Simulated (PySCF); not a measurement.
# LiSn+: from the state search to spectroscopic constants

An exercise on one series of results from a longer session: the logs are not shown, and one member is left open.

Program: PySCF 2.14.0. Level of theory: Li def2-SVP, Sn def2-SVP with ECP28, scalar-relativistic core potentials. These are calculated values, not measurements.

The first run:

The job is set up so:

```
atoms                         : Li, Sn
charge                        : 1
basis                         : Li def2-SVP, Sn def2-SVP with ECP28
Hamiltonian                   : scalar-relativistic core potentials
basis functions               : 35
electrons treated             : 24
masses in u                   : 7.0160, 119.9022
levels                        : PBE0, PBE, r²SCAN, TPSSh, BLYP, B2PLYP, HF, MP2, SCS-MP2, CCSD, CCSD(T)
grid                          : 80 radial by 434 angular points
occupations                   : held fixed by the projection of orbital angular momentum
dissociation limit            : Li+ + Sn, each in its ground configuration
starting distance in angstrom : 2.735
values of 2S to try           : 0, 2
```

Command:

```bash
OMP_NUM_THREADS=1 python dia.py task.json out
```

Among the steps run: Set-up; First curve: PBE0; Other states along the same grid; PBE (GGA); r²SCAN; TPSSh; BLYP; B2PLYP (double hybrid); UHF; MP2 and coupled cluster.

One of the session's tables, all rows but one given; the rest of the session is left out.

```
      level  Re (Å)  ωe (cm⁻¹)  De (eV)
        UHF   3.073      204.5     0.72
    UHF-MP2   3.061      206.9     0.72
UHF-SCS-MP2   3.068      205.8     0.71
   UHF-CCSD   3.065      206.4     0.72
UHF-CCSD(T)   3.064      206.8     0.72
        PBE       ?          ?        ?
       BLYP   3.056      195.5     0.87
     r²SCAN   3.050      201.6     0.74
      TPSSh   3.022      207.0     0.83
       PBE0   3.012      209.2     0.82
     B2PLYP   3.021      209.9     0.80
```

Estimate the missing values for PBE.

**Answer.** Re (Å): 3.035; ωe (cm⁻¹): 201.4; De (eV): 0.86. In the column «Re (Å)» it lies between TPSSh (3.022) and r²SCAN (3.050).

De is counted to Li+ + Sn in their ground configurations.
